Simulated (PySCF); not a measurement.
# MoOCl: structure of the doublet

Where does doublet MoOCl go from a bent start, is the end point a minimum, and what are its modes, charges and moments?

Method: PBE0, basis Mo def2-TZVP with ECP28, O def2-TZVP, Cl def2-TZVP, scalar-relativistic core potentials, no spin–orbit coupling, density fitting; program: PySCF 2.14.0.

## 1. Where the work starts

3 atoms, charge 0, spin multiplicity 2.

Bond lengths: Mo1–O2 1.780 Å, Mo1–Cl3 2.370 Å. Angles: O2–Mo1–Cl3 110.0°.

Z-matrix (Å, degrees; charge 0 multiplicity 2):
```
Mo
O  1 1.7800
Cl 1 2.3700 2 110.00
```

## 2. First SCF at the start

The steps below are one call of a driver around PySCF. For each, scf.py gives the equivalent set-up of the SCF; relaxations use the driver's own optimiser. After this first run the driver tries any further starts and a stability analysis.

scf.py

```python
from pyscf import gto, scf, dft
mol = gto.M(atom='''
Mo     0.000000     0.000000     0.000000
O     -1.458100     0.000000     1.021000
Cl     1.941400     0.000000     1.359400''',
    basis={'Mo': 'def2-TZVP', 'O': 'def2-TZVP', 'Cl': 'def2-TZVP'},
    ecp={'Mo': 'def2-TZVP'},
    charge=0, spin=1)
mf = dft.UKS(mol, xc='PBE0')
mf.grids.atom_grid = (50, 194)
aux = {'Mo': 'def2-universal-JKFIT', 'O': 'def2-universal-JKFIT', 'Cl': 'def2-universal-JKFIT'}
mf = mf.density_fit(auxbasis=aux)
mf.conv_tol = 1e-08
mf.diis_space = 10
mf.max_cycle = 60
mf.init_guess = 'minao'
mf.verbose = 4
mf.kernel()
```

Started as:

```
> OMP_NUM_THREADS=4 python axn.py task.json out
```

Standard output:

```text
init E= -596.873679056425
[... the frontier-level lines of each cycle are left out ...]
cycle= 1 E= -603.224049146621  delta_E= -6.35  |g|= 0.662  |ddm|= 2.62
cycle= 2 E= -599.887547768483  delta_E= 3.34  |g|= 2.69  |ddm|= 1.54
cycle= 3 E= -603.350211691752  delta_E= -3.46  |g|= 0.379  |ddm|= 1.32
cycle= 4 E= -603.409774051681  delta_E= -0.0596  |g|= 0.134  |ddm|= 0.381
cycle= 5 E= -603.416951919563  delta_E= -0.00718  |g|= 0.0602  |ddm|= 0.125
cycle= 6 E= -603.418942708501  delta_E= -0.00199  |g|= 0.0193  |ddm|= 0.0576
cycle= 7 E= -603.419476507747  delta_E= -0.000534  |g|= 0.01  |ddm|= 0.038
cycle= 8 E= -603.419934127638  delta_E= -0.000458  |g|= 0.00693  |ddm|= 0.0495
cycle= 9 E= -603.42027838396  delta_E= -0.000344  |g|= 0.00468  |ddm|= 0.0523
cycle= 10 E= -603.420503256201  delta_E= -0.000225  |g|= 0.00172  |ddm|= 0.0638
cycle= 11 E= -603.420529874206  delta_E= -2.66e-05  |g|= 0.000949  |ddm|= 0.0188
cycle= 12 E= -603.420537955747  delta_E= -8.08e-06  |g|= 0.000884  |ddm|= 0.00898
cycle= 13 E= -603.420543570629  delta_E= -5.61e-06  |g|= 0.000713  |ddm|= 0.00475
cycle= 14 E= -603.420543975465  delta_E= -4.05e-07  |g|= 0.000701  |ddm|= 0.000329
cycle= 15 E= -603.420544355741  delta_E= -3.8e-07  |g|= 0.000688  |ddm|= 0.00172
cycle= 16 E= -603.420540176273  delta_E= 4.18e-06  |g|= 0.000673  |ddm|= 0.00403
cycle= 17 E= -603.420534592797  delta_E= 5.58e-06  |g|= 0.000558  |ddm|= 0.00603
cycle= 18 E= -603.420527901017  delta_E= 6.69e-06  |g|= 0.000455  |ddm|= 0.0171
cycle= 19 E= -603.420528168717  delta_E= -2.68e-07  |g|= 0.000119  |ddm|= 0.00224
cycle= 20 E= -603.420528102982  delta_E= 6.57e-08  |g|= 6.52e-05  |ddm|= 0.00226
cycle= 21 E= -603.420528116464  delta_E= -1.35e-08  |g|= 2.02e-05  |ddm|= 0.000327
cycle= 22 E= -603.420528117958  delta_E= -1.49e-09  |g|= 1.11e-05  |ddm|= 7.91e-05
Extra cycle  E= -603.420528118276  delta_E= -3.18e-10  |g|= 2.18e-05  |ddm|= 4.34e-05
converged SCF energy = -603.420528118276  <S^2> = 0.76901275  2S+1 = 2.0189232
```

This step, with its further starts and checks, needed 22 s of wall time on 4 threads of Arm Neoverse V1, shared host.

Energies from each starting density:

```csv
start,energy (Eh)
the minimal-basis guess,-603.420528
a thermally smeared density,-603.432123
a smeared PBE density,-603.421663
```

The first run landed in a state that is too high. Following the other starts and the instabilities gains 30.4 kJ/mol (-603.43212 Eh), and the work goes on from there.

## 3. Bent start, doublet: relaxation

The program finds Cs symmetry in the start, which this walk keeps. The walk stops when the largest gradient is under 0.0003 Eh/bohr and the energy has settled too.

Edit scf.py of step 2 so:

```diff
@@ -3,3 +3,3 @@
-Mo     0.000000     0.000000     0.000000
-O     -1.458100     0.000000     1.021000
-Cl     1.941400     0.000000     1.359400''',
+Mo    -0.299366     0.000000    -0.429017
+O     -1.757466     0.000000     0.591983
+Cl     1.642034     0.000000     0.930383''',
@@ -16 +15,0 @@
-mf.init_guess = 'minao'
```

Energy and gradient, step by step:

```csv
step,energy (Eh),change (kJ/mol),largest symmetric gradient (Eh/bohr)
0,-603.432123,0.00,0.09471
1,-603.454599,-59.01,0.02385
2,-603.457420,-66.42,0.01183
3,-603.458528,-69.33,0.01535
4,-603.458883,-70.26,0.00425
5,-603.458932,-70.39,0.00075
6,-603.458933,-70.39,0.00020
```

The walk took 16 s.

After 6 steps and 70.4 kJ/mol it ends at Cs: Mo–Cl 2.287 Å, Mo–O 1.655 Å; Cl–Mo–O 135.6°.

## 4. Frequencies

On the finer grid the gradient is checked again; gradients at displacements of ±0.02 bohr then give force constants and infrared intensities.

Edit scf.py of step 3 so:

```diff
@@ -3,3 +3,3 @@
-Mo    -0.299366     0.000000    -0.429017
-O     -1.757466     0.000000     0.591983
-Cl     1.642034     0.000000     0.930383''',
+Mo    -0.319332     0.000000    -0.287890
+O     -1.878547     0.000000     0.266041
+Cl     1.752982     0.000000     0.679474''',
@@ -10 +10 @@
-mf.grids.atom_grid = (50, 194)
+mf.grids.atom_grid = (75, 302)
@@ -13 +13 @@
-mf.conv_tol = 1e-08
+mf.conv_tol = 1e-10
```

The driver hands on the density of the step before, so the log starts near convergence.

SCF at the final geometry:

```text
init E= -603.458871646078
[... the frontier-level lines of each cycle are left out ...]
cycle= 1 E= -603.458871646079  delta_E= -5.68e-13  |g|= 2.03e-06  |ddm|= 2.64e-06
Extra cycle  E= -603.458871646062  delta_E= 1.67e-11  |g|= 6.97e-06  |ddm|= 4.41e-06
converged SCF energy = -603.458871646062  <S^2> = 1.6056353  2S+1 = 2.7244341
```

The whole step took 67 s.

Geometry: Cs; Mo–Cl 2.287 Å, Mo–O 1.655 Å; Cl–Mo–O 135.4°.

Modes, for the most abundant isotopes:

```tsv
symmetry	ω (cm⁻¹)	IR (km/mol)	type
a'	140	10.8	bend
a'	396	68.7	stretch
a'	1052	217	stretch
```

Every mode is real; the point is a minimum.

Properties at this point:

```
Dipole moment                                                   : 2.30 D
Highest occupied level                                          : -6.30 eV
Lowest empty level                                              : -3.06 eV
Rotational constants                                            : 1.203, 0.09099, 0.08459 cm⁻¹
Zero-point energy                                               : 9.5 kJ/mol
Principal polarisabilities                                      : 42.5, 51.2, 69.5 bohr³
Atomisation energy without zero-point energy                    : 889 kJ/mol
Principal traceless quadrupole moments about the centre of mass : -8.79, 4.09, 4.70 D Å
Entropy at 298.15 K and 1 bar (electronic part: spin only)      : 296.4 J/(mol K)
Heat capacity Cp at 298.15 K                                    : 48.8 J/(mol K)
Enthalpy at 298.15 K above 0 K                                  : 12.55 kJ/mol
Rotational symmetry number                                      : 1
Spin squared ⟨S²⟩                                               : 1.606
```

Populations by atom (charges in e):

```
atom  Mulliken  Löwdin  polar tensor  spin (Mulliken)  Mayer order to Mo1
 Mo1      0.96    0.28          1.39             1.12                   –
  O2     -0.53   -0.25         -0.80            -0.10                2.15
 Cl3     -0.44   -0.03         -0.59            -0.02                0.96
```

Outer orbital energies (eV). α occupied: -11.91, -11.35, -11.18, -9.93, -9.66, -9.32, -7.14, -6.70; empty: -3.02, -2.50, -1.70, -0.08. β occupied: -22.44, -11.87, -11.37, -11.17, -10.12, -9.46, -9.37, -6.30; empty: -3.06, -2.50, -1.97, -1.46.

Mulliken populations on Mo1 (outside its core potential): s 2.43, p 6.20, d 4.37, f 0.04.

## 5. What came out

```
                                          quantity                                        value
                                           minimum               broken-symmetry (Ms = 1/2), Cs
                                          geometry  Mo–Cl 2.287 Å, Mo–O 1.655 Å; Cl–Mo–O 135.4°
                                wavenumbers (cm⁻¹)                140 (a'), 396 (a'), 1052 (a')
                                     dipole moment                                       2.30 D
highest occupied, lowest empty level (either spin)                              -6.30, -3.06 eV
                        polar-tensor charge of Mo1                                      +1.39 e
                                 zero-point energy                                   9.5 kJ/mol
                               entropy at 298.15 K                              296.4 J/(mol K)
         atomisation energy (no zero-point energy)                                   889 kJ/mol
                                              ⟨S²⟩                                        1.606
```

In words: The bent start keeps its Cs symmetry and ends in a minimum. The determinant is spin-contaminated (⟨S²⟩ = 1.61 against 0.75), so it is no pure spin state. In the infrared the band at 1052 cm⁻¹ (a', stretch) leads. The first SCF alone would have been 30 kJ/mol too high. Other starts or spin states, not run here, may lie lower. One determinant may miss the lowest occupation of an open d or f shell.

The search up to here took 1.7 min.
